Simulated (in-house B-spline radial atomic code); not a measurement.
**Sr³⁶⁺: RPA and G0W0 on different mean-field starts**

Question: which mean-field start gives which removal energy for Sr³⁶⁺, before and after G0W0?

The numbers are computed with an in-house B-spline radial atomic code, version 1 (RPA, second order, AC-SOSEX and G0W0 (contour deformation) on a scalar-relativistic mean field, all electrons; no spin-orbit coupling, Breit or QED terms, no two-electron picture change), except any that are marked as measured or tabulated.

## (1) Starting point

```
element               : strontium (Z = 38)
charge                : +36
electrons             : 2
configuration         : 1s2
next ion, run as well : 1s1
Hamiltonian           : scalar-relativistic (spin-free one-electron X2C), finite nucleus
starts                : Hartree-Fock, PBE, LC-ωPBE
```

The outer shells:

Sr36+
```
1s [↑↓]
```

## (2) Run with the Hartree-Fock start

Settings of the run:

```ini
Z = 38
electrons = 2.0
configuration = 1s2
hamiltonian = x2c
method = hf
lmax = 9
rms_radius = 4.224
spin_polarised = False
box_radius = 2.67
intervals = 62
```

The run is started by

```console
python run_gw.py task.json out
```

task.json lists these runs, among others, and the program works through them in turn.

Main fields of the result record, rounded:

```text
{
  "status": "converged",
  "energies [hartree]": {
    "mean_field": -1448.156962,
    "exx_total": -1448.156962,
    "exchange": -24.56676222,
    "rpa": -0.10483193,
    "rpa_summed": -0.1046725,
    "direct_second_order": -0.10556857,
    "second_order_exchange": 0.052784172,
    "sosex": 0.052416774
  },
  "rpa_by_multipole [hartree]": [-0.0350054, -0.0561739, -0.00876089, -0.00258226, -0.00104275, -0.000507709, -0.000279235, -0.000162707, -9.86568e-05, -5.90133e-05],
  "polarisability [bohr^3: independent particles, RPA]": [4.0835e-06, 4.03523e-06],
  "gap [hartree]": 542.1996,
  "levels [hartree]": [
    {"name": "1s", "occ": 1, "e": -711.7951, "sx": -24.56676, "vxc": -24.56676, "sc": 0.0191396, "z": 0.999795, "qp": -711.7761, "tail": -0.000170874},
    {"name": "2s", "occ": 0, "e": -169.5955, "sx": -0.8753923, "vxc": -0.8753923, "sc": -0.01058075, "z": 0.9999831, "qp": -169.6061, "tail": -1.687322e-05}
  ],
  "ion_energies [hartree]": {
    "mean_field": -736.4258826,
    "exx_total": -736.4258826,
    "exchange": -12.41147199,
    "rpa": -0.026322724,
    "rpa_summed": -0.026282768,
    "direct_second_order": -0.02641427,
    "second_order_exchange": 0.026414206,
    "sosex": 0.026323121
  }
}
```

Wall time 0.8 s (1 thread, shared host).

In the record, exx_total is the Hartree-Fock functional on the start's orbitals, rpa_summed the RPA energy up to lmax and rpa the same with the tail beyond it, gap the smallest same-spin excitation energy of the start. For a level, e is the start's value, sx and sc the exchange and correlation self-energies, vxc the start's own term, z the quasi-particle weight, and qp = e + sx − vxc + sc + tail. Deeper levels of weight under 0.85 meet poles of the self-energy and are not shown.

The 1s level moves from -19368.931 to -19368.415 eV (weight 1.00).

The largest part of the RPA energy comes from multipole 1 (54 % of the sum).

## (3) Run with the PBE start

Settings: those of step 2 with these lines changed.

```diff
@@ -4,3 +4,3 @@
 hamiltonian = x2c
-method = hf
+method = pbe,pbe
 lmax = 9
```

Result record:

```text
{
  "status": "converged",
  "energies [hartree]": {
    "mean_field": -1447.847847,
    "exx_total": -1448.154731,
    "exchange": -24.5542529,
    "rpa": -0.10626121,
    "rpa_summed": -0.10610184,
    "direct_second_order": -0.10702291,
    "second_order_exchange": 0.053511346,
    "sosex": 0.053131407
  },
  "rpa_by_multipole [hartree]": [-0.0356325, -0.0569146, -0.00881236, -0.00259005, -0.00104445, -0.000508149, -0.000279343, -0.000162714, -9.86364e-05, -5.89916e-05],
  "polarisability [bohr^3: independent particles, RPA]": [4.18925e-06, 4.13876e-06],
  "gap [hartree]": 531.3725,
  "levels [hartree]": [
    {"name": "1s", "occ": 1, "e": -702.6769, "sx": -24.55425, "vxc": -15.43092, "sc": 0.02246783, "z": 0.9997811, "qp": -711.7779, "tail": -0.0001709958},
    {"name": "2s", "occ": 0, "e": -171.3044, "sx": -0.9037996, "vxc": -2.627392, "sc": -0.01103261, "z": 0.9999818, "qp": -169.5919, "tail": -1.74062e-05}
  ],
  "ion_energies [hartree]": {
    "mean_field": -736.2477676,
    "exx_total": -736.4247583,
    "exchange": -12.40522102,
    "rpa": -0.026679575,
    "rpa_summed": -0.026639633,
    "direct_second_order": -0.026774209,
    "second_order_exchange": 0.026774148,
    "sosex": 0.026679969
  }
}
```

Run time: 0.8 s. Hardware: 1 thread, shared host.

G0W0 moves 1s down by 248 eV, to -19368.465 eV.

## (4) Run with the LC-ωPBE start

Settings: those of step 3 with these lines changed.

```diff
@@ -4,3 +4,3 @@
 hamiltonian = x2c
-method = pbe,pbe
+method = lc_wpbe
 lmax = 9
```

Result record:

```text
{
  "status": "converged",
  "energies [hartree]": {
    "mean_field": -1447.894552,
    "exx_total": -1448.154536,
    "exchange": -24.55425772,
    "rpa": -0.10622825,
    "rpa_summed": -0.1060689,
    "direct_second_order": -0.10698937,
    "second_order_exchange": 0.053494578,
    "sosex": 0.05311493
  },
  "rpa_by_multipole [hartree]": [-0.0356251, -0.0568913, -0.00881064, -0.00258974, -0.00104436, -0.000508111, -0.000279325, -0.000162703, -9.86296e-05, -5.89873e-05],
  "polarisability [bohr^3: independent particles, RPA]": [4.18614e-06, 4.13572e-06],
  "gap [hartree]": 531.8117,
  "levels [hartree]": [
    {"name": "1s", "occ": 1, "e": -702.9144, "sx": -24.55426, "vxc": -15.66852, "sc": 0.022375, "z": 0.9997815, "qp": -711.7779, "tail": -0.0001709746},
    {"name": "2s", "occ": 0, "e": -171.1027, "sx": -0.9032904, "vxc": -2.424309, "sc": -0.01102007, "z": 0.9999819, "qp": -169.5928, "tail": -1.739295e-05}
  ],
  "ion_energies [hartree]": {
    "mean_field": -736.2711105,
    "exx_total": -736.42466,
    "exchange": -12.40522426,
    "rpa": -0.026671443,
    "rpa_summed": -0.026631505,
    "direct_second_order": -0.026766006,
    "second_order_exchange": 0.026765945,
    "sosex": 0.026671837
  }
}
```

Run time: 0.9 s. Hardware: 1 thread, shared host.

G0W0 moves 1s down by 241 eV, to -19368.464 eV.

## (5) Comparison

```csv
start,level,mean field (eV),G0W0 (eV),weight,RPA (hartree),RPA+SOSEX (hartree),"α, direct RPA (bohr³)",time,miss (eV)
Hartree-Fock,1s,-19368.931,-19368.415,1.000,-0.10483,-0.05242,4.035e-06,0.8 s,+22.8
PBE,1s,-19120.813,-19368.465,1.000,-0.10626,-0.05313,4.139e-06,0.8 s,+22.9
LC-ωPBE,1s,-19127.275,-19368.464,1.000,-0.10623,-0.05311,4.136e-06,0.9 s,+22.9
```

The miss is the G0W0 removal energy (the level with its sign changed) less the tabulated theoretical ionisation energy, 19346 eV. Times are single runs on a shared host.

Energy to remove one electron as a difference of total energies (eV), each species on its own start:

```csv
start,mean field,HF functional,RPA,RPA+SOSEX,second order
Hartree-Fock,19367.19,19367.19,19369.33,19368.62,19368.63
PBE,19363.62,19367.16,19369.32,19368.60,19368.62
LC-ωPBE,19364.26,19367.16,19369.32,19368.60,19368.61
```

## (6) Outcome

| quantity | value |
| --- | --- |
| highest level, mean field (range over the runs) | -19368.931 to -19120.813 eV |
| highest level, G0W0 (range over the runs) | -19368.465 to -19368.415 eV |
| RPA correlation energy | -0.1063 to -0.1048 hartree |
| RPA+SOSEX | -0.0531 to -0.0524 hartree |
| tabulated theoretical ionisation energy (1s shell) | 19346 eV (NIST Atomic Spectra Database, ionization energies) |
| G0W0 removal energy less that value | +22.8 to +22.9 eV |

In words: Across the starts the mean-field level varies by 248 eV and the G0W0 level by 0.049 eV (0.020 % as much). Without exact exchange the level is bound too weakly, and G0W0 lowers it by 248 eV. The RPA energy is largest in size on PBE and smallest on Hartree-Fock, 1.3 % apart. All runs miss the tabulated theoretical ionisation energy, 19346 eV, by about +22.9 eV (+0.12 %), far more than they differ among themselves. QED terms are left out, and with more than one electron Breit and picture-change terms too; in so highly charged an ion they add to the miss. Read as a removal energy, the bare PBE level is off by -225 eV (-1.2 %) and the nearest bare level, Hartree-Fock's, by +23.3 eV. As differences of total energies the mean miss over the starts is 19 eV for mean field, 24 eV for RPA, 23 eV for RPA+SOSEX.
